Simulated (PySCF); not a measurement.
# H6HfN (Hf(H)3(NH3)+): the cost of one run

Program: PySCF 2.14.0. Level of theory: several levels, as the steps say, no spin–orbit coupling. These are calculated values, not measurements.

1 further run of the same task is left out (for a known fault of the program).

### 1 Where the work starts

8 atoms, charge 1, spin multiplicity 1.

Bond lengths: Hf1–H2 1.809 Å, Hf1–H3 1.809 Å, Hf1–H4 1.809 Å, Hf1–N5 2.285 Å, N5–H6 1.030 Å, N5–H7 1.030 Å, N5–H8 1.030 Å. Angles: H2–Hf1–H3 109.9°, H2–Hf1–H4 109.9°, H2–Hf1–N5 109.0°, H3–Hf1–H4 109.9°, H3–Hf1–N5 109.0°, H4–Hf1–N5 109.0°, Hf1–N5–H6 113.5°, Hf1–N5–H7 113.5°, Hf1–N5–H8 113.5°, H6–N5–H7 105.2°, H6–N5–H8 105.2°, H7–N5–H8 105.2°.

Coordinates:

```xyz
8
H6HfN
Hf    0.1074   -0.1074    0.1074
H     1.4170    0.9081    0.8337
H    -0.9081   -0.8337    1.4170
H     0.8337   -1.4170   -0.9081
N    -1.2117    1.2117   -1.2117
H    -2.1947    1.2444   -0.9061
H    -0.9061    2.1947   -1.2444
H    -1.2444    0.9061   -2.1947
```

Formal oxidation states: Hf +4. An earlier session relaxed this geometry at PBE0, Hf def2-SVP with ECP60, H def2-SVP, N def2-SVP (singlet, point group C3v).

At PBE0 on the finer grid: E = -105.944522 Eh, HOMO -13.15 eV, LUMO -7.01 eV, Mulliken charge on Hf1 +1.30 e, largest force component 0.002 eV/Å. 

Levels to run: wB97X; CAM-B3LYP; PBE0, TZVP. Hardware: 2 threads of Intel Xeon Platinum 8259CL at 2.50GHz (Skylake/Cascade Lake), shared host.

### 2 wB97X

run.py (the lines that set the calculation) reads:

```python
mol = gto.M(atom='''
Hf     0.10741    -0.10741     0.10741
H      1.41705     0.90812     0.83375
H     -0.90812    -0.83375     1.41705
H      0.83375    -1.41705    -0.90812
N     -1.21170     1.21170    -1.21170
H     -2.19474     1.24436    -0.90612
H     -0.90612     2.19474    -1.24436
H     -1.24436     0.90612    -2.19474''',
    basis={'Hf': 'def2-SVP', 'H': 'def2-SVP', 'N': 'def2-SVP'},
    ecp={'Hf': 'def2-SVP'},
    charge=1, spin=0)
mf = dft.RKS(mol, xc='WB97X')
mf.grids.atom_grid = (75, 302)
mf = mf.density_fit()  # fitting sets: Hf def2-universal-JKFIT, H def2-universal-JKFIT, N def2-universal-JKFIT
mf.conv_tol = 1e-08; mf.max_cycle = 55
mf.kernel(dm0)  # dm0: the density of the relaxed state
```

The run is started by

```sh
$ OMP_NUM_THREADS=2 python run.py
```

**Question.** How long does this run take on 2 threads of Intel Xeon Platinum 8259CL at 2.50GHz (Skylake/Cascade Lake), shared host?

About 7 s.
